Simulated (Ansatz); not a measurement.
# BF2 (SMILES F[B]F) at UCCSDT/STO-3G

What is the electronic atomisation energy of BF2 at UCCSDT/STO-3G? 

The calculation is run with Ansatz 0.2.0.

36 further runs of the same task are left out: 36 set aside as unsound or not needed.

### Step 1. Starting point

BF2 has 3 atoms, charge 0, and is taken as a doublet. SMILES: `F[B]F`. Geometry: relaxed at PBE0-D4/def2-TZVP.

Bond lengths: F1–B2 1.306 Å, B2–F3 1.306 Å. Angles: F1–B2–F3 121.1°.

### Step 2. A single-point energy at UCCSDT/STO-3G

Input file input.yaml:

```yaml
crystal:
  periodic: [false, false, false]
  atoms:
    - {symbol: F, position_ang: [0.513100, -1.044300, 0.160000]}
    - {symbol: B, position_ang: [0.279000, 0.240500, 0.181300]}
    - {symbol: F, position_ang: [-0.802900, 0.738900, -0.354600]}
basis:
  gaussian:
    orbitals: STO-3G
accuracy: high
magnetization:
  spin_polarized: true
  initial_magnetization: 1
correlation:
  method: ccsdt
  frozen_orbitals: {B: 1, F: 1}
scf:
  omitted_lower_state_checks: [cluster_reference, increment]
```

On the command line:

```console
$ ansatz run input.yaml --threads 1 --pin off --max-ram 2610MiB --events-out events.jsonl --progress --plain --runs-dir runs
```

The program printed (excerpt; [...] marks lines left out):

```text
Warning: RAYON_NUM_THREADS=1 ignored (pool sized by the plan → 1); use --threads N
Functional definition: HF
  name "HF"
[...]
250 factors; integrals over basis functions are off by at most 3.9e-8 eV
[...]
mean field -5999.52397262 eV, -220.4784393702 hartree, gradient 1.4e-8 eV, S^2 0.753576; 0 other end points of the search recorded, 0 dependent functions left out
3 core orbitals not correlated: weight in the atoms' cores, before any rotation towards them, 1.000 or more for the frozen orbitals, at most 0.000 for the correlated occupied ones
reference -5999.52397262 eV, -220.4784393702 hartree; 9, 8 occupied and 3, 4 virtual orbitals, 250 factors
second order -1.94879548 eV of doubles, -0.00000000 eV of singles
cycle   1  -2.00201847 eV  change   -5.3e-2 eV  update   9.8e-2
[...]
cycle  24  -2.47435665 eV  change  -9.3e-10 eV  update  7.2e-10
Total energy: -6001.99832927 eV, -220.5693703000 hartree
Checks for a lower state left out: cluster_reference, increment
```

It took 0.86 s on 1 thread of Intel Xeon Platinum 8488C (Sapphire Rapids), shared host.

### Step 3. The B atom at the same level

Input file molecule.yaml:

```yaml
crystal:
  periodic: [false, false, false]
  atoms:
    - {symbol: B, position_ang: [0.000000, 0.000000, 0.000000]}
basis:
  gaussian: {orbitals: STO-3G}
magnetization: {spin_polarized: true, initial_magnetization: 1}
accuracy: high
scf: {omitted_lower_state_checks: [cluster_reference, increment]}
correlation: {method: ccsdt, frozen_orbitals: {B: 1}}
```

On the command line:

```console
$ ansatz run molecule.yaml --threads 1 --pin off --max-ram 2610MiB --events-out events.jsonl --progress --plain --runs-dir runs
```

The program printed (excerpt; [...] marks lines left out):

```text
Warning: RAYON_NUM_THREADS=1 ignored (pool sized by the plan → 1); use --threads N
Functional definition: HF
  name "HF"
[...]
15 factors; integrals over basis functions are off by at most 8.9e-10 eV
[...]
mean field -657.12745801 eV, -24.1489886649 hartree, gradient 0.0e0 eV, S^2 0.750000; 4 other end points of the search recorded, 0 dependent functions left out
1 core orbitals not correlated: weight in the atoms' cores, before any rotation towards them, 1.000 or more for the frozen orbitals, at most 0.000 for the correlated occupied ones
reference -657.12745801 eV, -24.1489886649 hartree; 2, 1 occupied and 2, 3 virtual orbitals, 15 factors
second order -0.50768279 eV of doubles, 0.00000000 eV of singles
cycle   1  -0.78653405 eV  change   -2.8e-1 eV  update   6.4e-2
[...]
cycle  11  -1.08840109 eV  change   4.4e-11 eV  update  3.7e-11
Total energy: -658.21585910 eV, -24.1889866671 hartree
Checks for a lower state left out: cluster_reference, increment
```

Run time: 0.44 s. Hardware: 1 thread of Intel Xeon Platinum 8488C (Sapphire Rapids), shared host.

### Step 4. The F atom

Input file input.yaml:

```yaml
crystal:
  periodic: [false, false, false]
  atoms:
    - {symbol: F, position_ang: [0.000000, 0.000000, 0.000000]}
basis:
  gaussian: {orbitals: STO-3G}
magnetization: {spin_polarized: true, initial_magnetization: 1}
correlation: {method: ccsdt, frozen_orbitals: {F: 1}}
accuracy: high
scf: {omitted_lower_state_checks: [cluster_reference, increment]}
```

Run the same way, it converges to -97.98651 Eh (log not shown).

### Step 5. Outcome

At UCCSDT/STO-3G, 3 core orbitals frozen:

| quantity | value |
| --- | --- |
| molecule: total energy | -220.56937 Eh |
| molecule: correlation energy (3 core orbitals frozen) | -90.9 mEh |
| molecule: ⟨S²⟩ of the reference determinant | 0.754 |
| molecule: T1 diagnostic | 0.018 |
| B atom: total energy | -24.18899 Eh |
| B atom: correlation energy (1 core orbital frozen) | -40.0 mEh |
| B atom: ⟨S²⟩ of the reference determinant | 0.750 |
| B atom: T1 diagnostic | 0.000 |
| F atom: total energy | -97.98651 Eh |
| F atom: correlation energy (1 core orbital frozen) | 0.0 mEh |
| F atom: ⟨S²⟩ of the reference determinant | 0.750 |
| F atom: T1 diagnostic | 0.000 |
| electronic atomisation energy | 11.085 eV |

**Reading.** Taking the molecule apart into free atoms costs 11.09 eV (1070 kJ/mol), before zero-point energy and without spin-orbit coupling. In a minimal basis such a difference can be off by several eV, whatever the method.
